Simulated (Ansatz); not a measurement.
# InH3Cl− ([InClH3]-): CCSDT(Q)/STO-3G

What is the energy change on altering one bond length of InH3Cl− ([InClH3]-) at CCSDT(Q)/STO-3G? 

The calculation is run with Ansatz 0.2.0.

6 further runs of the same task are left out: 6 that didn't finish.

### Step 1. The molecule

InH3Cl−: 5 atoms, total charge -1, spin state singlet. As SMILES, `[H][In-]([H])([H])[Cl]`. Geometry: a GFN2-xTB relaxation, a rough one for these elements and not checked as a minimum.

Bond lengths: In1–Cl2 2.339 Å, In1–H3 1.697 Å, In1–H4 1.696 Å, In1–H5 1.697 Å. Angles: Cl2–In1–H3 106.6°, Cl2–In1–H4 106.7°, Cl2–In1–H5 106.7°, H3–In1–H4 111.9°, H3–In1–H5 112.2°, H4–In1–H5 112.2°.

### Step 2. A single-point energy at CCSDT(Q)/STO-3G

Input file in.yaml:

```yaml
crystal:
  periodic: [false, false, false]
  atoms:
    - {symbol: In, position_ang: [-0.002150, 0.000620, -0.175700]}
    - {symbol: Cl, position_ang: [0.012800, -0.020350, 2.163640]}
    - {symbol: H, position_ang: [1.620790, 0.013380, -0.670930]}
    - {symbol: H, position_ang: [-0.818090, 1.410990, -0.645940]}
    - {symbol: H, position_ang: [-0.813350, -1.404640, -0.671060]}
basis:
  gaussian:
    orbitals: STO-3G
total_charge: -1
correlation:
  method: ccsdt_q
  frozen_orbitals: {Cl: 5, H: 0, In: 18}
accuracy: high
scf:
  omitted_lower_state_checks: [cluster_reference, increment]
```

The run is started by

```bash
$ ansatz run in.yaml --threads 1 --pin off --max-ram 2610MiB --events-out events.jsonl --progress --plain --runs-dir runs
```

Log (excerpt; [...] marks lines left out):

```text
Warning: RAYON_NUM_THREADS=1 ignored (pool sized by the plan → 1); use --threads N
Functional definition: HF
  name "HF"
[...]
718 factors; integrals over basis functions are off by at most 4.0e-9 eV
[...]
mean field -167055.94820962 eV, -6139.1928621148 hartree, gradient 1.3e-8 eV, S^2 0.000000; 0 other end points of the search recorded, 0 dependent functions left out
23 core orbitals not correlated: weight in the atoms' cores, before any rotation towards them, 1.000 or more for the frozen orbitals, at most 0.000 for the correlated occupied ones
reference -167055.94820962 eV, -6139.1928621148 hartree; 12, 12 occupied and 4, 4 virtual orbitals, 718 factors
second order -0.93201429 eV of doubles, -0.00000000 eV of singles
cycle   1  -1.20277739 eV  change   -2.7e-1 eV  update   4.7e-2
[...]
cycle  18  -1.37150431 eV  change   -2.0e-9 eV  update   1.1e-9
perturbative correction -0.00053402 eV, -0.0000196248 hartree
Total energy: -167057.32024795 eV, -6139.2432835935 hartree
Checks for a lower state left out: cluster_reference, increment
```

Wall time 1.1 s (1 thread of Arm Neoverse V1, shared host); peak memory 0.1 GiB.

### Step 3. The distorted shape, same level

Input file run.yaml:

```yaml
crystal:
  periodic: [false, false, false]
  atoms:
    - {symbol: In, position_ang: [-0.005888, 0.005863, -0.760583]}
    - {symbol: Cl, position_ang: [0.012800, -0.020350, 2.163640]}
    - {symbol: H, position_ang: [1.617052, 0.018623, -1.255813]}
    - {symbol: H, position_ang: [-0.821828, 1.416233, -1.230823]}
    - {symbol: H, position_ang: [-0.817088, -1.399397, -1.255943]}
basis:
  gaussian: {orbitals: STO-3G}
accuracy: high
correlation: {method: ccsdt_q, frozen_orbitals: {Cl: 5, H: 0, In: 18}}
scf: {omitted_lower_state_checks: [cluster_reference, increment]}
total_charge: -1
```

The run is started by

```bash
$ ansatz run run.yaml --threads 1 --pin off --max-ram 2610MiB --events-out events.jsonl --progress --plain --runs-dir runs
```

Log (excerpt; [...] marks lines left out):

```text
Warning: RAYON_NUM_THREADS=1 ignored (pool sized by the plan → 1); use --threads N
Functional definition: HF
  name "HF"
[...]
706 factors; integrals over basis functions are off by at most 5.2e-9 eV
[...]
mean field -167055.05845992 eV, -6139.1601644166 hartree, gradient 5.0e-9 eV, S^2 0.000000; 0 other end points of the search recorded, 0 dependent functions left out
23 core orbitals not correlated: weight in the atoms' cores, before any rotation towards them, 1.000 or more for the frozen orbitals, at most 0.000 for the correlated occupied ones
reference -167055.05845992 eV, -6139.1601644166 hartree; 12, 12 occupied and 4, 4 virtual orbitals, 706 factors
second order -0.95158140 eV of doubles, -0.00000000 eV of singles
cycle   1  -1.22947131 eV  change   -2.8e-1 eV  update   5.1e-2
[...]
cycle  21  -1.41148867 eV  change  -8.2e-10 eV  update  7.2e-10
perturbative correction -0.00037720 eV, -0.0000138617 hartree
Total energy: -167056.47032579 eV, -6139.2120495302 hartree
Checks for a lower state left out: cluster_reference, increment
```

Run time: 1.1 s. Hardware: 1 thread of Arm Neoverse V1, shared host; peak memory 0.1 GiB.

### Step 4. Results

Level: CCSDT(Q)/STO-3G, 23 core orbitals frozen.

| quantity | value |
| --- | --- |
| first shape: total energy | -6139.24328 Eh |
| first shape: correlation energy (23 core orbitals frozen) | -50.4 mEh |
| first shape: T1 diagnostic | 0.005 |
| distorted shape: total energy | -6139.21205 Eh |
| distorted shape: correlation energy (23 core orbitals frozen) | -51.9 mEh |
| distorted shape: T1 diagnostic | 0.006 |
| energy change with the In1–Cl2 bond stretched from 2.339 to 2.924 Å | 0.850 eV |

What this shows: With the In1–Cl2 bond stretched from 2.339 to 2.924 Å the energy rises by 0.85 eV (82.0 kJ/mol). The first shape isn't relaxed at this level, so the change isn't measured from a minimum. The minimal basis adds a large error of its own. Relativity is left out (first shape) although the molecule holds a heavy atom. Relativity is left out (distorted shape) although the molecule holds a heavy atom.
